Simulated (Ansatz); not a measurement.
Crystal: TiSeS.

```
Se Ti S
1.0
     3.48827    0.00000    0.00000
    -1.74413    3.02093    0.00000
     0.00000    0.00000    6.18189
Se Ti S
1 1 1
Direct
  0.66667 0.33333 0.24321
  0.33333 0.66667 0.98598
  0.00000 0.00000 0.77081
```

The cell comes from a database or a generator and needn't be the stable form of this composition.

| Property | Result |
| --- | --- |
| Program | Ansatz 0.2.0 |
| Task | relaxation of cell and atoms |
| Functional | RPBE |
| Potentials or basis | Ansatz PAW |
| Cutoff | 420 eV (not typed: the program's choice for these potentials) |
| k mesh | 9 × 9 × 5 |
| Occupations | fermi-dirac, width 0.05 eV |
| Spin | no spin polarisation |

At the start: volume 21.71 Å³/atom.

How do energy, volume and symmetry change on relaxing?

It ends after 17 steps and the volume is 28.57 Å³/atom (+31.6 %); space group P3m1 (No. 156, to 0.05 Å).

The path:
```tsv
step	energy change (eV)	largest force (eV/Å)	volume (Å³)
1	0.0000	0.3429	65.14
2	-0.0504	0.1009	69.90
3	-0.0723	0.0422	73.22
4	-0.0807	0.0485	75.47
5	-0.0813	0.0056	76.40
6	-0.0814	0.0010	76.20
7	-0.0886	0.0015	76.20
8	-0.0930	0.0042	77.99
9	-0.0970	0.0102	81.31
10	-0.0974	0.0112	82.56
11	-0.0974	0.0197	83.35
12	-0.0974	0.0009	83.31
13	-0.0986	0.0008	83.31
14	-0.0987	0.0007	83.93
15	-0.0988	0.0075	85.38
16	-0.0988	0.0011	85.71
17	-0.0989	0.0011	85.71
```

Final structure:
```xyz
3
Lattice="3.5157 0.0000 0.0000 -1.7579 3.0447 0.0000 0.0000 0.0000 8.0070" Properties=species:S:1:pos:R:3 pbc="T T T"
Se    1.7579    1.0149    1.5329
Ti    0.0000    2.0298    7.9105
S     0.0000    0.0000    6.5706
```

Caveat: the volume moved by over 15 % at a fixed basis, so the end points are rough; the plane-wave basis is chosen anew once the cell has moved, so the energies of steps on either side of that aren't comparable; this functional lacks dispersion, which binds the layers, so the pressure and a relaxed spacing across them are unreliable, and here the layers came unbound; the PAW data sets come from PBE, with cores solved anew for the run's functional, which leaves a small shift of forces and pressure.
